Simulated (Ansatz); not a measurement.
Consider the interaction energy of a dimer with the counterpoise correction of H2 (Ansatz 0.2.0, Python API).

`h2.py`
```python
"""Interaction energy of two H2 molecules, with the counterpoise correction."""

import logging
import sys

import ansatz as az

logging.basicConfig(stream=sys.stdout, format="%(levelname)s:%(name)s:%(message)s")
logger = logging.getLogger("h2")
logger.setLevel(logging.INFO)

FIRST = [
    ("H", (0.0, 0.0, -0.32)),
    ("H", (0.0, 0.0, 0.32)),
]
SECOND = [
    ("H", (0.6936, -1.865, 0.215)),
    ("H", (0.6797, -2.4864, 0.3675)),
]

def energy(atoms, ghosts=()):
    molecule = az.Crystal.molecule()
    for symbol, xyz in atoms:
        molecule = molecule.atom(symbol, xyz)
    calc = (
        molecule.calculation()
        .basis(gaussian="def2-SVPD")
        .functional("r2scan", dispersion="d3bj")
    )
    deck = calc.input()
    if ghosts:
        deck = deck.set(az.key.basis.gaussian.ghost_atoms, [{"symbol": s, "position_ang": list(xyz)} for s, xyz in ghosts])
    return az.Session.from_dict(deck).plan().execute().report["free_energy_ev"]

# monomers in their own basis and in the basis of the dimer
both = energy(FIRST + SECOND)
alone = energy(FIRST) + energy(SECOND)
ghosted = energy(FIRST, SECOND) + energy(SECOND, FIRST)
logger.info(f"dimer {both:.6f} eV")
logger.info(f"interaction, uncorrected   {23.060548 * (both - alone):8.3f} kcal/mol")
logger.info(f"interaction, counterpoise  {23.060548 * (both - ghosted):8.3f} kcal/mol")
logger.info(f"basis-set superposition    {23.060548 * (alone - ghosted):8.3f} kcal/mol")
```

How large is the interaction at this pose, and how much of it is basis-set superposition?

Uncorrected it is 1.829 kcal/mol, with the counterpoise correction 2.237 kcal/mol; the difference, 0.41 kcal/mol, is the superposition error. In this basis both values are repulsive.

What the script printed:

Output of `python h2.py`:
```text
DeckWarning: the engine holds no damping parameters fitted to this dispersion correction and functional, so the run takes those fitted to r2scan beside the three-body term, which d3bj leaves out (hamiltonian.dispersion, under Limitations)
INFO:h2:dimer -62.752101 eV
INFO:h2:interaction, uncorrected      1.829 kcal/mol
INFO:h2:interaction, counterpoise     2.237 kcal/mol
INFO:h2:basis-set superposition       0.408 kcal/mol
```
(Warnings from the package without file and line.)

Reading the output:
- Total energies depend on the basis set; only differences at equal settings carry meaning.
- The dimer is a generated trial pose of unrelaxed monomers, not a minimum, so the figure is no binding energy, and the basis set is small.
- A dispersion term here runs with damping parameters fitted for another variant or functional.
- The whole script took 1.1 s on 1 thread of AMD EPYC 9R45 (Zen 5) (shared host), peak memory 0.15 GiB.
